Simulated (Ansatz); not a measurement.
# SiH3Br (SMILES [SiH3]Br): levels of theory compared

Aim: a comparison of 6 runs (B2PLYP/STO-3G, HSE06/STO-3G, UPBE/STO-3G, r2SCAN/STO-3G, CCSD(T)/STO-3G, UCCSD(T)/STO-3G) of SiH3Br. 

The calculation is run with Ansatz 0.2.0.

56 further runs of the same task are left out: 6 that didn't finish, 50 set aside as unsound or not needed.

## 1. The molecule

The species is SiH3Br (5 atoms), meant as a singlet with charge 0. SMILES: `[SiH3]Br`. The H3–Si1 distance was set to 1.851 Å, away from the relaxed value.

Bond lengths: Si1–Br2 2.219 Å, Si1–H4 1.481 Å, Si1–H5 1.481 Å. Angles: Br2–Si1–H4 108.4°, Br2–Si1–H5 108.4°, H4–Si1–H5 110.5°. A long bond or contact: Si1–H3 1.851 Å.

## 2. A single-point energy at B2PLYP/STO-3G (run 1)

molecule.yaml

```yaml
basis:
  gaussian:
    orbitals: STO-3G
crystal:
  periodic: [false, false, false]
  atoms:
    - {symbol: Si, position_ang: [0.081852, 0.096416, -0.330974]}
    - {symbol: Br, position_ang: [2.082292, -0.664814, 0.255496]}
    - {symbol: H, position_ang: [-1.064550, -0.105170, 1.107850]}
    - {symbol: H, position_ang: [-0.396278, -0.691034, -1.490024]}
    - {symbol: H, position_ang: [0.213762, 1.525876, -0.693364]}
hamiltonian:
  xc: {name: B2PLYP}
correlation:
  frozen_orbitals: {Br: 9, H: 0, Si: 5}
accuracy: high
```

The run is started by

```
$ ansatz run molecule.yaml --threads 1 --pin off --max-ram 3480MiB --events-out events.jsonl --progress --plain --runs-dir runs
```

What it wrote:

```text
Warning: RAYON_NUM_THREADS=1 ignored (pool sized by the plan → 1); use --threads N
Functional definition: B2PLYP
  name "B2PLYP"
  parameter a = 0.53
  parameter c = 0.27
  exchange = (1 - a)*b88_x + a*exact_x
  correlation = (1 - c)*lyp_c + c*(mp2_os + mp2_ss)
440 factors; integrals over basis functions are off by at most 1.7e-8 eV
mean field evaluation 1: about -77099.9205 eV, gradient 1.8e1 eV
mean field evaluation 2: about -77099.8987 eV, gradient 1.8e1 eV
mean field evaluation 4: about -77101.3625 eV, gradient 3.0e-1 eV
mean field evaluation 8: about -77101.3626 eV, gradient 7.1e-4 eV
mean field evaluation 16: about -77101.3626 eV, gradient 5.7e-9 eV
mean field -77101.36262139 eV, -2833.4228151556 hartree, gradient 5.7e-9 eV, S^2 0.000000; 0 other end points of the search recorded, 0 dependent functions left out
14 core orbitals not correlated: weight in the atoms' cores, before any rotation towards them, 1.000 or more for the frozen orbitals, at most 0.000 for the correlated occupied ones
reference -77101.36263895 eV, -2833.4228158007 hartree; 12, 12 occupied and 4, 4 virtual orbitals, 440 factors
second order -1.96913255 eV of doubles, -0.00000000 eV of singles
Total energy: -77101.89430474 eV, -2833.4423541581 hartree
```

Run time: 2.2 s. Hardware: 1 thread of Arm Neoverse V1, shared host; peak memory 0.11 GiB.

## 3. The energy at HSE06/STO-3G (run 2)

in.yaml

```yaml
crystal:
  periodic: [false, false, false]
  atoms:
    - {symbol: Si, position_ang: [0.081852, 0.096416, -0.330974]}
    - {symbol: Br, position_ang: [2.082292, -0.664814, 0.255496]}
    - {symbol: H, position_ang: [-1.064550, -0.105170, 1.107850]}
    - {symbol: H, position_ang: [-0.396278, -0.691034, -1.490024]}
    - {symbol: H, position_ang: [0.213762, 1.525876, -0.693364]}
basis:
  gaussian: {orbitals: STO-3G}
hamiltonian: {xc: hse06}
accuracy: high
```

The run is started by

```
$ ansatz run in.yaml --threads 1 --pin off --max-ram 3480MiB --events-out events.jsonl --progress --plain --runs-dir runs
```

What it wrote:

```text
Warning: RAYON_NUM_THREADS=1 ignored (pool sized by the plan → 1); use --threads N
Functional definition: HSE06
  name "HSE06"
  parameter a = 0.25
  parameter omega = 0.11/bohr
  exchange = pbe_x - a*pbe_x_sr(omega) + a*exact_x_sr(omega)
  correlation = pbe_c
440 factors; integrals over basis functions are off by at most 1.7e-8 eV
58 factors; integrals over basis functions are off by at most 2.2e-9 eV
mean field evaluation 1: about -77103.9861 eV, gradient 2.0e1 eV
mean field evaluation 2: about -77103.9478 eV, gradient 2.0e1 eV
mean field evaluation 4: about -77105.6050 eV, gradient 2.2e-1 eV
mean field evaluation 8: about -77105.5580 eV, gradient 2.7e-4 eV
mean field -77105.55794982 eV, -2833.5769906314 hartree, gradient 2.8e-8 eV, S^2 0.000000; 0 other end points of the search recorded, 0 dependent functions left out
reference -77105.55795158 eV, -2833.5769906964 hartree; 26, 26 occupied and 4, 4 virtual orbitals, 440 factors
Total energy: -77105.55795158 eV, -2833.5769906964 hartree
```

It took 1.8 s on 1 thread of Arm Neoverse V1, shared host; peak memory 0.1 GiB.

Run 3 isn't shown in full; the table further down has it.

## 4. The energy at r2SCAN/STO-3G (run 4)

run.yaml

```yaml
crystal:
  periodic: [false, false, false]
  atoms:
    - symbol: Si
      position_ang: [0.081852, 0.096416, -0.330974]
    - symbol: Br
      position_ang: [2.082292, -0.664814, 0.255496]
    - symbol: H
      position_ang: [-1.064550, -0.105170, 1.107850]
    - symbol: H
      position_ang: [-0.396278, -0.691034, -1.490024]
    - symbol: H
      position_ang: [0.213762, 1.525876, -0.693364]
basis:
  gaussian:
    orbitals: STO-3G
magnetization:
  spin_polarized: false
  initial_magnetization: 0
hamiltonian:
  xc: {name: r2SCAN}
accuracy: high
```

The run is started by

```
$ ansatz run run.yaml --threads 1 --pin off --max-ram 3480MiB --events-out events.jsonl --progress --plain --runs-dir runs
```

What it wrote:

```text
Warning: RAYON_NUM_THREADS=1 ignored (pool sized by the plan → 1); use --threads N
Functional definition: r2SCAN
  name "r2SCAN"
  parameter k0 = 0.174
  parameter k1 = 0.065
  parameter a1 = 4.9479
  exchange = r2scan_x(k0 = k0, k1 = k1, a1 = a1)
  correlation = r2scan_c
440 factors; integrals over basis functions are off by at most 1.7e-8 eV
mean field evaluation 1: about -77115.0608 eV, gradient 2.1e1 eV
mean field evaluation 2: about -77114.3073 eV, gradient 2.4e1 eV
mean field evaluation 4: about -77116.8674 eV, gradient 4.3e-1 eV
mean field evaluation 8: about -77116.8038 eV, gradient 1.9e-3 eV
mean field evaluation 16: about -77116.8038 eV, gradient 2.2e-8 eV
mean field -77116.80379909 eV, -2833.9902679695 hartree, gradient 2.2e-8 eV, S^2 0.000000; 0 other end points of the search recorded, 0 dependent functions left out
reference -77116.80379947 eV, -2833.9902679835 hartree; 26, 26 occupied and 4, 4 virtual orbitals, 440 factors
Total energy: -77116.80379947 eV, -2833.9902679835 hartree
```

Run time: 3.6 s. Hardware: 1 thread of Arm Neoverse V1, shared host; peak memory 0.15 GiB.

Run 5 isn't shown in full; the table further down has it.

## 5. The energy at UCCSD(T)/STO-3G (run 6)

Changes to in.yaml since step 3:

```diff
@@ -1 +1,4 @@
+basis:
+  gaussian:
+    orbitals: STO-3G
 crystal:
@@ -8,5 +11,9 @@
     - {symbol: H, position_ang: [0.213762, 1.525876, -0.693364]}
-basis:
-  gaussian: {orbitals: STO-3G}
-hamiltonian: {xc: hse06}
+magnetization:
+  spin_polarized: true
+correlation:
+  method: ccsd_t
+  frozen_orbitals: {Br: 9, H: 0, Si: 5}
 accuracy: high
+scf:
+  omitted_lower_state_checks: [cluster_reference, increment]
```

The run is started by

```
$ ansatz run in.yaml --threads 1 --pin off --max-ram 3480MiB --events-out events.jsonl --progress --plain --runs-dir runs
```

What it wrote:

```text
Warning: RAYON_NUM_THREADS=1 ignored (pool sized by the plan → 1); use --threads N
[... 12 lines left out ...]
14 core orbitals not correlated: weight in the atoms' cores, before any rotation towards them, 1.000 or more for the frozen orbitals, at most 0.000 for the correlated occupied ones
[... 22 lines left out ...]
Total energy: -77064.67170214 eV, -2832.0744487432 hartree
Checks for a lower state left out: cluster_reference, increment
```

It took 0.64 s on 1 thread of Arm Neoverse V1, shared host.

## 6. Overview of the runs

```
run            level  frozen core orbitals   energy (Eh)  wall time
  1    B2PLYP/STO-3G                    14  -2833.442354      2.2 s
  2     HSE06/STO-3G                     –  -2833.576991      1.8 s
  3      UPBE/STO-3G                     –  -2833.315749      2.4 s
  4    r2SCAN/STO-3G                     –  -2833.990268      3.6 s
  5   CCSD(T)/STO-3G                    14  -2832.074449     0.36 s
  6  UCCSD(T)/STO-3G                    14  -2832.074449     0.64 s
```

## 7. Outcome

```
                                           quantity           value
                                run 6: total energy  -2832.07445 Eh
run 6: correlation energy (14 core orbitals frozen)       -83.5 mEh
                              run 6: (T) correction       -0.87 mEh
                               run 6: T1 diagnostic           0.004
```

Totals of different functionals can't be ranked against each other. In runs 1, 2, 3, 4, 5, 6 the basis is minimal, so the values are rough. All runs together took 11 s, the longest 3.6 s.
